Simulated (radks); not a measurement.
# Al⁴⁺ in [He] 2s2 2p5: an all-electron calculation

Aim: the levels, the sizes of the orbitals and the parts of the energy of the aluminium ion Al4+.

Method: scalar-relativistic Kohn-Sham, PBE, spin-polarised, spherical densities, finite nucleus; open shells are filled with parallel spins first. Code: radks (a radial shooting solver on a logarithmic mesh, Libxc functionals) version 1.

## 1. What is computed

| Quantity | Value |
| --- | --- |
| element | aluminium (Z = 13) |
| charge | +4 |
| electrons | 9 |
| configuration | [He] 2s2 2p5 |
| nuclear rms radius | 3.061 fm |

The outer shells:

Al⁴⁺
```
[He] core
2s [↑↓]
2p [↑↓][↑↓][↑ ]
```

## 2. The run

Settings of this run:

```text
Z 13
configuration [He] 2s2 2p5 3s0 3p0
relativity scalar-relativistic
functional pbe,pbe
spin polarised
nucleus finite rms 3.061 fm
c 137.035999084
```

Command:

```
$ python run_ks.py task.json out
```

This one command runs every case of the session in turn.

What does the calculation give?

**Answer**, as computed:

| quantity | value |
| --- | --- |
| total energy | -236.29875 hartree |
| exchange-correlation share of it | 7.03 % |
| −T/E | 1.0022 |
| highest occupied level | 2p down, -136.96 eV |
| most extended occupied level | 2s down, <r> = 0.605 bohr |
| radius at density 0.001 e/bohr³ | 1.84 bohr |
| maxima of the radial density | 2 |
| ionisation energy, NIST | 153.83 (semi-emp.) eV |

2 principal shells are occupied and 2 maxima appear in the radial density. Relativity lifts −T/E to 1.002. The top level binds by 136.96 eV, 89 % of the NIST ionisation energy of 153.83 eV; the potential of a semilocal functional falls off too fast, so its top eigenvalue is too shallow. Open shells are spherical and high-spin; term and fine-structure splittings are not resolved.
